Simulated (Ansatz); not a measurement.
# H8O3Si2: the cost of one run

All numbers below are computed with Ansatz 0.2.0 (RKS LDA/def2-SVP).

### 1 The starting structure

Bond lengths: Si1–O2 2.030 Å, O2–Si3 1.680 Å, Si3–H4 1.460 Å, Si3–H5 1.460 Å, Si3–H6 1.460 Å, Si1–H7 1.460 Å, Si1–O8 1.679 Å, O8–H9 1.010 Å, Si1–H10 1.459 Å, Si1–O11 1.980 Å, O11–H12 1.010 Å. Angles (14 of 19 angles, heavy atoms first): Si1–O2–Si3 125.0°, O2–Si1–O8 109.5°, O2–Si1–O11 71.6°, O8–Si1–O11 176.6°, O2–Si1–H7 109.5°, O2–Si1–H10 109.5°, H7–Si1–O8 109.5°, H7–Si1–O11 67.2°, O8–Si1–H10 109.5°, H10–Si1–O11 72.8°, O2–Si3–H4 109.5°, O2–Si3–H5 109.5°, O2–Si3–H6 109.5°, Si1–O8–H9 109.5°.

Coordinates:

```xyz
13

Si    0.0000    0.0000    0.0000
O     0.0000    0.0000    2.0300
Si   -1.3147   -0.4067    2.9936
H    -2.2390   -1.2403    2.2304
H    -0.8506   -1.1432    4.1657
H    -1.9987    0.8095    3.4233
H     1.3768    0.0000   -0.4862
O    -0.7913    1.3709   -0.5594
H    -1.7491    1.1401   -0.7818
H    -0.6877   -1.1914   -0.4862
O     1.0334   -1.5693    0.6243
H     0.4671   -2.4013    0.5398
H     0.6597   -1.0018    1.6945
```

### 2 Pulling towards end A

Springs on the bonds that form and break draw the guess towards this end; the thresholds are loose.

File input.yaml:

```yaml
crystal:
  periodic: [false, false, false]
  atoms:
    - { symbol: Si, position_ang: [0.0, 0.0, 0.0] }
    - { symbol: O, position_ang: [0.0, 0.0, 2.03] }
    - { symbol: Si, position_ang: [-1.3147, -0.4067, 2.9936] }
    - { symbol: H, position_ang: [-2.239, -1.2403, 2.2304] }
    - { symbol: H, position_ang: [-0.8506, -1.1432, 4.1657] }
    - { symbol: H, position_ang: [-1.9987, 0.8095, 3.4233] }
    - { symbol: H, position_ang: [1.3768, 0.0, -0.4862] }
    - { symbol: O, position_ang: [-0.7913, 1.3709, -0.5594] }
    - { symbol: H, position_ang: [-1.7491, 1.1401, -0.7818] }
    - { symbol: H, position_ang: [-0.6877, -1.1914, -0.4862] }
    - { symbol: O, position_ang: [1.0334, -1.5693, 0.6243] }
    - { symbol: H, position_ang: [0.4671, -2.4013, 0.5398] }
    - { symbol: H, position_ang: [0.6597, -1.0018, 1.6945] }
basis:
  gaussian: { orbitals: def2-SVP }
hamiltonian:
  xc: lda
relax:
  f_tol: 0.15
  max_steps: 25
  restrain:
    - { distance: [0, 10], at: 2.88, k: 30.0 }
    - { distance: [12, 1], at: 2.21, k: 30.0 }
    - { distance: [0, 1], at: 1.68, k: 30.0 }
    - { distance: [12, 10], at: 1.01, k: 30.0 }
```

The run is started by

```console
$ ansatz run input.yaml --threads 4 --pin off --max-ram 5120MiB --backend cpu --events-out ev --progress --plain --runs-dir out
```

What time and memory should one allow on 4 threads of Arm Neoverse V1, shared host?

About 8.6 s, with a peak of 0.16 GiB.
